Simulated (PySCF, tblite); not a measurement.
**C3H12Si3: a rotation path, then NMR shifts on frames**

How do NMR shifts of C3H12Si3 (`C=C[SiH2]C([SiH3])[SiH3]`) change as the atoms move?

Computed with tblite 0.8.0 and PySCF 2.14.0, with density-fitted response routines of our own, on a single molecule in the gas phase. Atoms are numbered from 0 throughout.

### 1 The molecule as given

18 atoms, charge 0, multiplicity 1; geometry from: GFN2-xTB.

Bonds of the start (Å): C0–C1 1.32, C1–Si2 1.88, Si2–C3 1.91, C3–Si4 1.90, C3–Si5 1.90, C0–H6 1.08, C0–H7 1.08, C1–H8 1.08, Si2–H9 1.47, Si2–H10 1.47, C3–H11 1.09, Si4–H12 1.47, Si4–H13 1.47, Si4–H14 1.46, Si5–H15 1.47, Si5–H16 1.47, Si5–H17 1.46.

### 2 A band between two rotamers with GFN2-xTB

Job settings and geometry (Å):

```
{"job": {"kind": "neb", "xc": "GFN2-xTB", "basis": "xTB", "atoms": [1, 2, 3, 5], "turn": 120}, "charge": 0, "multiplicity": 1}
C      3.211812    -0.433718    -0.283358
C      2.135281    -0.284909     0.471268
Si     0.740930     0.937031     0.146493
C     -0.826781     0.009156    -0.420029
Si    -2.302688     1.191369    -0.621232
Si    -1.241264    -1.494107     0.670752
H      3.986071    -1.154675    -0.064854
H      3.369912     0.168367    -1.163977
H      2.033561    -0.918727     1.344559
H      1.159449     1.888837    -0.892514
H      0.472227     1.669750     1.392311
H     -0.610810    -0.388412    -1.417147
H     -3.462109     0.464397    -1.148391
H     -1.962375     2.264064    -1.560830
H     -2.656881     1.785647     0.669177
H     -2.507580    -2.099674     0.246014
H     -0.191551    -2.511470     0.547022
H     -1.355961    -1.086610     2.073079
```

With the program's defaults for keys left out, this is: GFN2-xTB climbing-image nudged elastic band, gas phase.

Launch:

```console
OMP_NUM_THREADS=1 python probes_run.py task.json out
```

This one command runs all jobs of the session in turn.

Log:

```text
image   E - E0 / eV
  0       0.0000
  1       0.0036
  2       0.0230
  3       0.0486
  4       0.0650
  5       0.0625
  6       0.0425
  7       0.0163
  8      -0.0036
```

Wall time 2.8 s (1 thread, shared host).

The final band, with the dihedral C1–Si2–C3–Si5:

```
image  dihedral (°)  energy (eV)  energy (kcal/mol)
    0            47        0.000                0.0
    1            63        0.004                0.1
    2            79        0.023                0.5
    3            94        0.049                1.1
    4           109        0.065                1.5
    5           124        0.062                1.4
    6           140        0.043                1.0
    7           155        0.016                0.4
    8           170       -0.004               -0.1
```

### 3 Shielding tensors: image 0, PBE0/pcSseg-1

Job settings and geometry (Å):

```
{"job": {"kind": "nmr", "xc": "PBE0", "basis": "pcSseg-1", "pop": false}, "charge": 0, "multiplicity": 1}
C      3.211800    -0.433700    -0.283400
C      2.135300    -0.284900     0.471300
Si     0.740900     0.937000     0.146500
C     -0.826800     0.009200    -0.420000
Si    -2.302700     1.191400    -0.621200
Si    -1.241300    -1.494100     0.670800
H      3.986100    -1.154700    -0.064900
H      3.369900     0.168400    -1.164000
H      2.033600    -0.918700     1.344600
H      1.159400     1.888800    -0.892500
H      0.472200     1.669800     1.392300
H     -0.610800    -0.388400    -1.417100
H     -3.462100     0.464400    -1.148400
H     -1.962400     2.264100    -1.560800
H     -2.656900     1.785600     0.669200
H     -2.507600    -2.099700     0.246000
H     -0.191600    -2.511500     0.547000
H     -1.356000    -1.086600     2.073100
```

Method: GIAO PBE0/pcSseg-1 NMR shielding, non-relativistic, gas phase.

Log:

```text
coarse grid: 15576 points
cycle   1  E = -989.3433939465  dE =  1.095e-01  |g| = 4.194e-01  |ddm| = 3.723e+00
cycle   2  E = -989.3248096333  dE =  1.858e-02  |g| = 4.837e-01  |ddm| = 7.605e-01
cycle   3  E = -989.3867043928  dE = -6.189e-02  |g| = 6.560e-02  |ddm| = 4.951e-01
cycle   4  E = -989.3877274608  dE = -1.023e-03  |g| = 2.880e-02  |ddm| = 9.303e-02
cycle   5  E = -989.3879396220  dE = -2.122e-04  |g| = 7.836e-03  |ddm| = 2.877e-02
cycle   6  E = -989.3879538158  dE = -1.419e-05  |g| = 2.823e-03  |ddm| = 8.669e-03
cycle   7  E = -989.3879558657  dE = -2.050e-06  |g| = 3.490e-04  |ddm| = 2.566e-03
final grid: 133872 points
cycle   8  E = -989.4221353311  dE = -2.004e-05  |g| = 5.804e-03  |ddm| = 2.062e-02
cycle   9  E = -989.4221311421  dE =  4.189e-06  |g| = 6.938e-03  |ddm| = 1.179e-02
cycle  10  E = -989.4221441046  dE = -1.296e-05  |g| = 7.566e-04  |ddm| = 6.732e-03
cycle  11  E = -989.4221442364  dE = -1.319e-07  |g| = 2.437e-04  |ddm| = 8.589e-04
cycle  12  E = -989.4221442516  dE = -1.512e-08  |g| = 5.738e-05  |ddm| = 2.313e-04
cycle  13  E = -989.4221442523  dE = -6.910e-10  |g| = 2.534e-05  |ddm| = 6.755e-05
converged SCF energy = -989.4221442523

GIAO shielding tensors (ppm)
atom      isotropic    diamagn.    paramagn.     s11        s22        s33       span
  0 C       44.215     252.908    -208.693    -79.764     49.679    162.731    242.495
  1 C       44.962     263.255    -218.293    -76.761     32.281    179.367    256.128
  2 Si     387.681     882.523    -494.842    354.085    388.989    419.970     65.884
  3 C      203.467     263.628     -60.161    193.242    203.251    213.909     20.667
  4 Si     418.888     879.876    -460.988    383.320    397.025    476.320     93.000
  5 Si     420.669     881.186    -460.517    387.436    401.268    473.304     85.868
  6 H       25.272      28.514      -3.243     21.973     24.597     29.245      7.272
  7 H       25.486      31.432      -5.946     21.639     24.786     30.033      8.394
  8 H       25.152      32.808      -7.656     21.959     24.631     28.865      6.906
  9 H       27.208      31.458      -4.250     23.389     26.012     32.222      8.832
 10 H       27.227      30.756      -3.529     24.109     25.921     31.651      7.542
 11 H       32.455      35.175      -2.720     27.995     28.602     40.768     12.774
 12 H       27.604      28.961      -1.358     23.817     25.567     33.427      9.610
 13 H       27.597      29.006      -1.409     23.660     25.811     33.321      9.661
 14 H       27.809      29.175      -1.367     24.490     25.958     32.978      8.488
 15 H       27.668      29.950      -2.282     23.798     25.789     33.417      9.618
 16 H       27.504      30.659      -3.155     23.245     26.531     32.736      9.491
 17 H       27.745      30.344      -2.600     24.697     25.699     32.837      8.140
```

Run time: 21 s. Hardware: 1 thread, shared host.

Shifts follow as δ = σ(reference) − σ, with reference shieldings (ppm) from runs at the same level and on the same kind of geometry: ¹H TMS 31.72, ¹³C TMS 186.9, ²⁹Si TMS 349.2. The references are single molecules in the gas phase. Each atom is listed at this fixed geometry, with no averaging over motion; a spectrum would average atoms that exchange fast.

```
atoms                           environment  σ (ppm)  δ (ppm)
   C0                  terminal =CH2 carbon     44.2    142.7
   C1                             alkene CH     45.0    142.0
   C3                 sp3 CH bonded to 3 Si    203.5    -16.5
   H8              hydrogen on an alkene CH    25.15     6.57
   H6    hydrogen on a terminal =CH2 carbon    25.27     6.45
   H7    hydrogen on a terminal =CH2 carbon    25.49     6.23
   H9   hydrogen on a silicon bonded to 2 C    27.21     4.51
  H10   hydrogen on a silicon bonded to 2 C    27.23     4.49
  H16     hydrogen on a silicon bonded to C    27.50     4.21
  H13     hydrogen on a silicon bonded to C    27.60     4.12
  H12     hydrogen on a silicon bonded to C    27.60     4.11
  H15     hydrogen on a silicon bonded to C    27.67     4.05
  H17     hydrogen on a silicon bonded to C    27.74     3.97
  H14     hydrogen on a silicon bonded to C    27.81     3.91
  H11  hydrogen on an sp3 CH bonded to 3 Si    32.45    -0.74
  Si2            silicon bonded to 2 C, 2 H    387.7    -38.5
  Si4              silicon bonded to C, 3 H    418.9    -69.7
  Si5              silicon bonded to C, 3 H    420.7    -71.5
```

### 4 NMR shieldings: image 2, PBE0/pcSseg-1

Job settings and geometry (Å):

```
{"job": {"kind": "nmr", "xc": "PBE0", "basis": "pcSseg-1", "pop": false}, "charge": 0, "multiplicity": 1}
C      3.250000    -0.129900    -0.580400
C      2.247100    -0.351000     0.255500
Si     0.732300     0.753300     0.431800
C     -0.807800    -0.131700    -0.269800
Si    -2.113100     1.123200    -0.850900
Si    -1.522600    -1.429600     0.923400
H      4.106100    -0.784600    -0.658500
H      3.264900     0.732100    -1.228700
H      2.289700    -1.235200     0.881100
H      0.984400     2.004600    -0.293900
H      0.540000     1.065600     1.854200
H     -0.486300    -0.675900    -1.163800
H     -3.243400     0.445700    -1.493800
H     -1.512400     2.033300    -1.830400
H     -2.593000     1.915300     0.281900
H     -2.780200    -1.973500     0.399900
H     -0.574800    -2.535000     1.102800
H     -1.789600    -0.820400     2.227800
```

Method: GIAO PBE0/pcSseg-1 NMR shielding, non-relativistic, gas phase.

Log:

```text
coarse grid: 15576 points
cycle   1  E = -989.3435330901  dE =  1.058e-01  |g| = 4.176e-01  |ddm| = 3.721e+00
cycle   2  E = -989.3257470302  dE =  1.779e-02  |g| = 4.794e-01  |ddm| = 7.494e-01
cycle   3  E = -989.3864879840  dE = -6.074e-02  |g| = 6.514e-02  |ddm| = 4.866e-01
cycle   4  E = -989.3875017528  dE = -1.014e-03  |g| = 2.868e-02  |ddm| = 9.349e-02
cycle   5  E = -989.3877123664  dE = -2.106e-04  |g| = 7.821e-03  |ddm| = 2.876e-02
cycle   6  E = -989.3877264933  dE = -1.413e-05  |g| = 2.809e-03  |ddm| = 8.640e-03
cycle   7  E = -989.3877285219  dE = -2.029e-06  |g| = 3.449e-04  |ddm| = 2.548e-03
final grid: 133872 points
cycle   8  E = -989.4217670063  dE = -2.006e-05  |g| = 5.951e-03  |ddm| = 2.071e-02
cycle   9  E = -989.4217625803  dE =  4.426e-06  |g| = 7.130e-03  |ddm| = 1.194e-02
cycle  10  E = -989.4217762608  dE = -1.368e-05  |g| = 7.692e-04  |ddm| = 6.812e-03
cycle  11  E = -989.4217763991  dE = -1.384e-07  |g| = 2.417e-04  |ddm| = 8.834e-04
cycle  12  E = -989.4217764139  dE = -1.477e-08  |g| = 6.114e-05  |ddm| = 2.307e-04
cycle  13  E = -989.4217764147  dE = -8.044e-10  |g| = 2.556e-05  |ddm| = 7.170e-05
converged SCF energy = -989.4217764147

GIAO shielding tensors (ppm)
atom      isotropic    diamagn.    paramagn.     s11        s22        s33       span
  0 C       43.826     252.775    -208.949    -80.065     49.339    162.205    242.270
  1 C       44.908     262.890    -217.983    -77.399     31.725    180.398    257.797
  2 Si     384.040     882.633    -498.594    349.800    385.540    416.779     66.980
  3 C      204.898     263.885     -58.987    189.170    206.636    218.888     29.718
  4 Si     416.992     880.272    -463.281    369.556    407.535    473.885    104.329
  5 Si     417.945     880.639    -462.694    380.230    398.797    474.809     94.578
  6 H       25.277      28.216      -2.939     22.086     24.594     29.151      7.065
  7 H       25.461      31.565      -6.104     21.632     24.728     30.023      8.392
  8 H       25.077      32.456      -7.380     22.182     24.387     28.660      6.478
  9 H       27.320      31.770      -4.450     23.457     26.587     31.917      8.461
 10 H       27.236      30.965      -3.729     24.352     25.747     31.608      7.256
 11 H       32.567      35.723      -3.156     27.916     28.890     40.895     12.979
 12 H       27.576      29.203      -1.627     23.721     25.543     33.464      9.743
 13 H       27.572      29.569      -1.997     23.565     25.963     33.188      9.623
 14 H       27.843      29.395      -1.552     24.580     25.898     33.050      8.470
 15 H       27.606      29.494      -1.889     23.697     25.721     33.399      9.702
 16 H       27.453      30.005      -2.551     23.302     26.022     33.036      9.734
 17 H       27.729      29.860      -2.131     24.541     25.881     32.765      8.224
```

It took 20 s on 1 thread, shared host.

This run: δ C0 143.1, C1 142.0, C3 -18.0, Si2 -34.9, H8 6.64, H6 6.44 ppm.

(Part 1 of 2 ends here.)
